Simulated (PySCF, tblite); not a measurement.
**CH8ClO2Si3 radical, a small gas-phase stand-in for a defect centre (Si site with back bonds O[SiH3], O[SiH3], Cl): EPR parameters**

What EPR parameters should one expect for `[CH2][Si](Cl)(O[SiH3])O[SiH3]`? It is drawn as: carbon radical.

Computed with tblite 0.8.0 and PySCF 2.14.0; each step states its level. No surroundings beyond the atoms listed, unless a continuum is named. Atoms count from 0, parts from 1.

## Step 1: Starting point

15 atoms, charge 0, multiplicity 2; geometry: distance geometry start.

## Step 2: Geometry optimisation with GFN2-xTB

What the job is given:

```
{"job": {"kind": "relax", "xc": "GFN2-xTB", "basis": "xTB"}, "charge": 0, "multiplicity": 2}
Si    -0.026728    -0.703757     0.336742
O     -1.612522    -0.362800     0.652108
Si    -2.857651     0.528734     0.006665
O      0.827362     0.683868     0.077125
Si     2.336021     1.212628    -0.294692
Cl     0.060657    -1.794095    -1.387749
C      0.726361    -1.794109     1.551477
H     -3.070691     0.194956    -1.402021
H     -2.531503     1.988430     0.144639
H     -4.090413     0.245893     0.786170
H      2.385971     2.684760    -0.222795
H      2.683255     0.775759    -1.671149
H      3.303719     0.624894     0.671862
H      0.172980    -1.979521     2.457530
H      1.676417    -2.256357     1.359475
```

Level: GFN2-xTB geometry optimisation, gas phase.

On the command line:

```sh
> OMP_NUM_THREADS=1 python cluster_run.py task.json out
```

The driver reads the jobs from task.json and runs them one after another.

**Question.** The jobs that follow are: PBE0-D3(BJ)/def2-SVP geometry optimisation, gas phase; UKS B3LYP, IGLO-III on C Cl O Si, pcH-1 on H, non-relativistic, mean-field spin-orbit, GIAO; UKS BHandHLYP, IGLO-III on C Cl O Si, pcH-1 on H, non-relativistic, mean-field spin-orbit, GIAO. Predict: point group; rotational constants (main isotopes); g(iso) (B3LYP); ⟨S²⟩; largest a(iso); potential on the surface of density 0.002 e/bohr³, 1st and 99th percentile.

As calculated:

| quantity | value |
| --- | --- |
| point group | C1 |
| rotational constants (main isotopes) | 1.21, 0.95, 0.76 GHz |
| g(iso) (B3LYP) | 2.00246 |
| ⟨S²⟩ | 0.753 (exact 0.75) |
| largest a(iso) | 13C on C6, 73.9 MHz |
| potential on the surface of density 0.002 e/bohr³, 1st and 99th percentile | -0.53 V and 1.31 V |

In words: The start of the PBE0/def2-SVP relaxation was shaken at random by about 0.01 Å, so part of the energy gained, and of the first lengths quoted, undoes that. Relaxing lowered the energy by 0.413 eV in 13 steps; the close pair that moved most is Si0–Cl5, from 1.991 to 2.078 Å (PBE0/def2-SVP). Most of the unpaired spin sits on C6 (1.03 e). The isotropic g lies 0.1 ppt above the free-electron value. The coupling of 13C on C6 runs from 73.9 (B3LYP/IGLO-III+pcH-1) to 94.9 MHz (BHandHLYP/IGLO-III+pcH-1). A capped cluster stands for the solid here, so long-range fields and strain are missing, and bands or shifts of the capping hydrogens have no counterpart in it.
